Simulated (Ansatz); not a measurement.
**MgO (rocksalt type): how the settings move a single-point run**

Question: which choices in the input matter for MgO (rocksalt type)?

Computed with Ansatz 0.2.0 (reference: DFT, PBE, all-electron LAPW, scalar-relativistic, unless a step's input says otherwise).

**1. Starting point**

The structure is cubic, space group Fm-3m (No. 225). Conventional cell: a = 3.666 Å, b = 3.666 Å, c = 3.666 Å, α = 90.00°, β = 90.00°, γ = 90.00°. Mg (site symmetry m-3m) has 6 O at 1.83 Å as nearest neighbours. Around O (site symmetry m-3m) lie 6 Mg at 1.83 Å.

Structure file:

```xyz
2
Lattice="0.0000 1.8329 1.8329 1.8329 0.0000 1.8329 1.8329 1.8329 0.0000" Properties=species:S:1:pos:R:3 pbc="T T T"
Mg    0.0000    0.0000    0.0000
O     1.8329    1.8329    1.8329
```

**2. The reference run**

The input, input.yaml:

```yaml
crystal:
  lattice:
    - [0.0, 1.832942108, 1.832942108]
    - [1.832942108, 0.0, 1.832942108]
    - [1.832942108, 1.832942108, 0.0]
  atoms:
    - { symbol: Mg, position: [0.0, 0.0, 0.0] }
    - { symbol: O, position: [0.5, 0.5, 0.5] }
kpoints:
  mp_grid: { grid: [15, 15, 15] }
scf:
  occupations: { method: fermi_dirac, width: 0.05 }
hamiltonian:
  xc: pbe
  pseudopotentials: { kind: all_electron, lapw: { basis_error: 0.001 } }
output:
  forces: true
  stress: true
  eigenvalues: true
  populations: true
```

Launch:

```sh
$ ansatz run input.yaml --threads 1 --pin off --max-ram 2048MiB --backend cpu --events-out ev --progress --plain --runs-dir out
```

**3. Changed: occupations.method methfessel_paxton, occupations.width 0.01, n_extra_bands 8, mixing.algorithm msr1, mixing.beta 0.2, mixing.ndim 8**

input.yaml, as its differences from that of step 2:

```diff
@@ -11,3 +11,5 @@
 scf:
-  occupations: { method: fermi_dirac, width: 0.05 }
+  occupations: { method: methfessel_paxton, width: 0.01 }
+  n_extra_bands: 8
+  mixing: { algorithm: msr1, beta: 0.2, ndim: 8 }
 hamiltonian:
```

What does the calculation give? Wanted: for each run, ending; energy change; pressure; gap; force.

As calculated:

```tsv
run	ending	energy change	pressure (GPa)	gap (eV)	force (eV/Å)	cycles	time
reference	converged	0	166.0	9.29	0.00	7	11 s
1: occupations.method methfessel_paxton, occupations.width 0.01, n_extra_bands 8, mixing.algorithm msr1, mixing.beta 0.2, mixing.ndim 8	converged	0.0 meV/atom (σ→0)	166.0	9.29	0.00	7	13 s
```

Residual by cycle in the longest SCF loop of each run; runs are numbered as in the table. The quantity is the density residual dr2, in eV.

```tsv
cycle	reference	run 1
1	2.77	2.77
2	0.00924	1.04
3	0.0316	0.0352
4	2.4e-4	0.00154
5	3.3e-6	4.1e-6
6	3.3e-7	1.3e-7
7	1.5e-9	5.9e-10
```

What this shows: Changing the smearing, band count and mixing hardly moves the energy: 0.0 meV/atom. The structure is not at rest: the sound run finds 166 GPa, so these are no properties of the relaxed crystal. 

These are semilocal Kohn-Sham gaps, which aren't the measured quantity. Such gaps usually fall short of the measured ones.
